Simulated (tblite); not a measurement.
# C5H13B: the cost of one run

Computed with tblite 0.8.0 and PySCF 2.14.0, with density-fitted response routines of our own, on a single molecule in the gas phase. Atoms count from 0, in the outputs and in this text.

**1. The starting structure**

19 atoms, charge 0, multiplicity 1; geometry from: force field or distance geometry start.

Bonds of the start (Å): C0–B1 1.59, B1–C2 1.60, C2–C3 1.55, C3–C4 1.54, C4–C5 1.53, C0–H6 1.10, C0–H7 1.11, C0–H8 1.11, B1–H9 1.17, C2–H10 1.10, C2–H11 1.12, C3–H12 1.11, C3–H13 1.10, C4–H14 1.11, C4–H15 1.12, C5–H16 1.10, C5–H17 1.11, C5–H18 1.11.

**2. Relaxing the molecule with GFN2-xTB**

What the job is given:

```
{"job": {"kind": "relax", "xc": "GFN2-xTB", "basis": "xTB"}, "charge": 0, "multiplicity": 1}
C      2.815100     0.781600    -0.468800
B      1.960600    -0.461800    -0.981300
C      0.715600    -1.000400    -0.142300
C     -0.428000     0.041900    -0.128400
C     -1.645600    -0.512500     0.643400
C     -2.781300     0.511500     0.667600
H      3.178300     0.596200     0.556300
H      3.676400     0.952500    -1.140600
H      2.173200     1.688500    -0.466800
H      2.314200    -1.055000    -1.929900
H      1.030500    -1.230600     0.888800
H      0.344400    -1.937300    -0.620900
H     -0.080400     0.964300     0.392000
H     -0.721900     0.284100    -1.165100
H     -2.014500    -1.426900     0.141300
H     -1.358500    -0.761400     1.692100
H     -3.100100     0.766300    -0.358800
H     -2.445100     1.432900     1.185700
H     -3.642800     0.093200     1.228200
```

Run with:

```bash
> OMP_NUM_THREADS=1 python probes_run.py task.json out
```

This one command runs all jobs of the session in turn.

**Question.** How long does this first job take on 1 thread of Arm Neoverse N1, shared host, and how much memory does it need?

About 1.5 s, with a peak of 0.18 GiB.
